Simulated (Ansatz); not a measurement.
**CdBr2: a single-point run**

Aim: a sound single-point run of CdBr2. The structure is shown as the input types it.

Program: Ansatz 0.2.0. Level of theory: density functional or hybrid calculation with the settings of its input, plane waves (as first typed). These are calculated values, not measurements.

**1. The starting structure**

The structure is trigonal, space group R-3m (No. 166). Conventional cell: a = 3.980 Å, b = 3.980 Å, c = 37.645 Å, α = 90.00°, β = 90.00°, γ = 120.00°. Cd (site symmetry -3m) has 6 Br at 2.78 Å as nearest neighbours. Br (site symmetry 3m) is surrounded by 3 Cd at 2.78 Å.

Coordinates:

```
Cd Br
1.0
     1.98998    1.14891   12.54817
    -1.98998    1.14891   12.54817
     0.00000   -2.29783   12.54817
Cd Br
2 4
Direct
  0.00000 0.00000 0.00000
  0.50000 0.50000 0.50000
  0.20829 0.20829 0.20829
  0.79171 0.79171 0.79171
  0.62504 0.62504 0.62504
  0.37496 0.37496 0.37496
```

**2. Running it**

input.yaml

```yaml
crystal:
  lattice:
    - [1.9899776205, 1.1489141149, 12.5481712078]
    - [-1.9899776205, 1.1489141149, 12.5481712078]
    - [0.0, -2.2978282298, 12.5481712078]
  atoms:
    - { symbol: Cd, position: [0.0, 0.0, 0.0] }
    - { symbol: Cd, position: [0.5, 0.5, 0.5] }
    - { symbol: Br, position: [0.2082894511, 0.2082894511, 0.2082894511] }
    - { symbol: Br, position: [0.7917105489, 0.7917105489, 0.7917105489] }
    - { symbol: Br, position: [0.625039523, 0.625039523, 0.625039523] }
    - { symbol: Br, position: [0.374960477, 0.374960477, 0.374960477] }
kpoints:
  mp_grid: { grid: [6, 6, 6] }
hamiltonian:
  xc: pbesol
scf:
  occupations: { method: fixed }
  n_extra_bands: 5
  convergence: { dr2_threshold: 1.0 }
  max_iter: 89
output:
  forces: true
  stress: true
  eigenvalues: true
```

Launch:

```bash
$ ansatz run input.yaml --threads 4 --pin off --max-ram 4608MiB --backend cpu --events-out ev --progress --plain --runs-dir out
```

What happens when this is run?

The program finished normally, with warnings (force scf threshold loose, stress scf threshold loose). Its log warns: «scf.convergence.dr2_threshold = 1e0 eV is looser than this run's default, which is 1e-7 eV or tighter. The error in the forces grows as the threshold's square root ...»

The threshold asked is loose, but the program put off the close and ended at dr2 = 1.0e-7, so little accuracy was lost here.

The test: delete scf.convergence.dr2_threshold (the default then holds).
